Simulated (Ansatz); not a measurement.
# NH₃Br (doublet): wave-function methods side by side at distance N1–H4 along a hydrogen transfer = 1.233 Å, cc-pVDZ

How much of the correlation energy of NH₃Br (doublet) does each wave-function method recover here?

Program: Ansatz 0.2.0, Gaussian basis. Level of theory: cc-pVDZ, core rule «outside noble gas», up to 15 orbitals frozen. These are calculated values, not measurements.

The runs, in order: UHF; CCSD(T) on ROHF; CCSD(T) on UHF; BCCD(T) on ROHF; CISD; CCSDT(Q) on ROHF; CCSDT(Q) on UHF; CASSCF and MRCISD+Q, 3 electrons in 3 orbitals; CASSCF and NEVPT2, 3 electrons in 3 orbitals; CASSCF and NEVPT2, 15 electrons in 11 orbitals.

5 further runs of the same task are left out: 2 for a mislabelled method, 2 that didn't finish, 1 set aside as unsound or not needed.

## 1. The system

The geometry derives from fragments relaxed apart (PBE0/def2-TZVP) and kept rigid, so it is no stationary point. A hydrogen atom is moved between rigid fragments. No spin-orbit coupling is included. The filled d shell of Br may be among the frozen orbitals whatever the setting's name suggests; the logs give the count.

5 atoms, charge 0, spin multiplicity 2.

Atoms are counted from 1 here; the program's logs count them from 0.

Bond lengths: N1–H2 1.012 Å, N1–H3 1.012 Å, N1–H4 1.233 Å, H4–Br5 1.618 Å. Angles: H2–N1–H3 107.1°, H2–N1–H4 107.1°, H3–N1–H4 107.1°, N1–H4–Br5 180.0°.

## 2. UHF

Input file in.yaml:

```yaml
crystal:
  periodic: [false, false, false]
  atoms:
    - {symbol: N, position_ang: [-2.356744, -0.005881, -0.009153]}
    - {symbol: H, position_ang: [-2.654023, 0.961952, -0.009152]}
    - {symbol: H, position_ang: [-2.654023, -0.408181, 0.871107]}
    - {symbol: H, position_ang: [-1.123744, -0.005881, -0.009153]}
    - {symbol: Br, position_ang: [0.494256, -0.005880, -0.009153]}
basis:
  gaussian: {orbitals: cc-pVDZ}
magnetization: {spin_polarized: true, initial_magnetization: 1}
hamiltonian: {xc: hf}
output: {orbitals: {seedname: orbitals}}
```

On the command line:

```
ansatz run in.yaml --threads 1 --pin off --events-out ev --progress --plain --max-ram 2393MiB
```

The runs that follow: CCSD(T) on ROHF; CCSD(T) on UHF; BCCD(T) on ROHF; CISD; CCSDT(Q) on ROHF; CCSDT(Q) on UHF; CASSCF and MRCISD+Q, 3 electrons in 3 orbitals; CASSCF and NEVPT2, 3 electrons in 3 orbitals; CASSCF and NEVPT2, 15 electrons in 11 orbitals.

Q: Predict the results of all the runs planned. Wanted: UCCSDT(Q) below the RHF energy; RMP2 from UCCSDT(Q); UMP2 from UCCSDT(Q); RCCSD from UCCSDT(Q); RCCSD(T) from UCCSDT(Q); UCCSD(T) from UCCSDT(Q); RCCSDT(Q) from UCCSDT(Q); NEVPT2 pair from UCCSDT(Q); MRCISD+Q pair from UCCSDT(Q).

The runs gave:

| quantity | value |
| --- | --- |
| UCCSDT(Q) below the RHF energy | -9.2195 eV |
| RMP2 from UCCSDT(Q) | +1210.9 meV |
| UMP2 from UCCSDT(Q) | +1105.7 meV |
| RCCSD from UCCSDT(Q) | +256.6 meV |
| RCCSD(T) from UCCSDT(Q) | +50.3 meV |
| UCCSD(T) from UCCSDT(Q) | +40.7 meV |
| RCCSDT(Q) from UCCSDT(Q) | +1.5 meV |
| NEVPT2 pair from UCCSDT(Q) | +982.9 meV |
| MRCISD+Q pair from UCCSDT(Q) | +128.3 meV |
| NEVPT2 valence from UCCSDT(Q) | +1403.9 meV |
| levels within 1 kcal/mol (43 meV) | UCCSD(T), BCCD(T), RCCSDT, UCCSDT, RCCSDT(Q) |
| T1 diagnostic | 0.064 |
| effectively unpaired electrons | 1.02 |

RCCSD(T) misses by +50.3 meV, 0.5 % of the correlation energy. The occupations are near whole numbers, but T1 = 0.064 shows that the orbitals relax strongly. Of the multireference levels listed MRCISD+Q pair comes nearest in total energy (+128.3 meV), which doesn't show that its space is the better one. These misses are within one basis, not against nature; the frozen cores of restricted and unrestricted runs differ, which can shift their rows.
